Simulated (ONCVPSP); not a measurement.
# O: the cost of one run

The numbers are computed with ONCVPSP 4.0.1.1 (patched build) (LDA (Perdew-Wang 92), scalar-relativistic, spin-unpolarised reference atom).

## (1) Settings

Typed settings, in words:

```
element                 : oxygen (O, Z = 8)
type                    : optimised norm-conserving Vanderbilt (ONCV)
frozen core             : [He]
valence charge          : 6
reference configuration : 2s2 2p4
partial waves           : 2s: rc 0.90 bohr, ncon 5, nbas 9, qcut 8.9 1/bohr, 2 projectors, debl 3.7 Ha; 2p: rc 1.65 bohr, ncon 4, nbas 9, qcut 6.7 1/bohr, 2 projectors, debl 1.3 Ha; d scattering state at 0.14 Ha: rc 1.40 bohr, ncon 4, nbas 7, qcut 8 1/bohr, 2 projectors, debl 1.3 Ha
local potential         : polynomial inside 0.80 bohr (lpopt 5, dvloc0 1 Ha)
core correction         : Teter function, fcfact 5.75, rcfact 1.6
```

An earlier all-electron run gives the scale for the radii.

All-electron outer shells of the reference configuration (LDA (PZ), scalar-relativistic, ld1.x):

```
shell  level (eV)  outermost node (bohr)  outermost maximum (bohr)
   1s     -510.89                      –                      0.13
   2s      -23.75                   0.28                      0.88
   2p       -9.20                      –                      0.82
```

## (2) The generation run

O.dat

```
# ATOM AND REFERENCE CONFIGURATION
# atsym  z   nc   nv     iexc    psfile
  O 8.00    1    2  -001012      upf
#
#   n    l    f
    1    0    2.00
    2    0    2.00
    2    1    4.00
#
# PSEUDOPOTENTIAL AND OPTIMIZATION
# lmax
    2
#
#   l,   rc,      ep,       ncon, nbas, qcut
    0    0.90    0.00    5    9    8.90
    1    1.65    0.00    4    9    6.70
    2    1.40    0.14    4    7    8.00
#
# LOCAL POTENTIAL
# lloc, lpopt,  rc(5),   dvloc0
    4    5    0.80    1.00
#
# VANDERBILT-KLEINMAN-BYLANDER PROJECTORs
# l, nproj, debl
    0    2    3.70
    1    2    1.30
    2    2    1.30
#
# MODEL CORE CHARGE
# icmod, fcfact, rcfact
    3    5.75    1.60
#
# LOG DERIVATIVE ANALYSIS
# epsh1, epsh2, depsh
   -2.00    5.00    0.02
#
# OUTPUT GRID
# rlmax, drl
    6.00    0.01
#
# TEST CONFIGURATIONS
# ncnf
    4
# nvcnf
#   n    l    f
    2
    2    0    2.00
    2    1    3.00
#
    2
    2    0    2.00
    2    1    2.00
#
    2
    2    0    2.00
    2    1    1.00
#
    2
    2    0    2.00
    2    1    0.00
#
```

Started as:

```console
oncvpsp.x < O.dat > O.out
```

**Question.** How long does this run take on 1 thread of Neoverse-N1, shared host?

About 4.5 s.
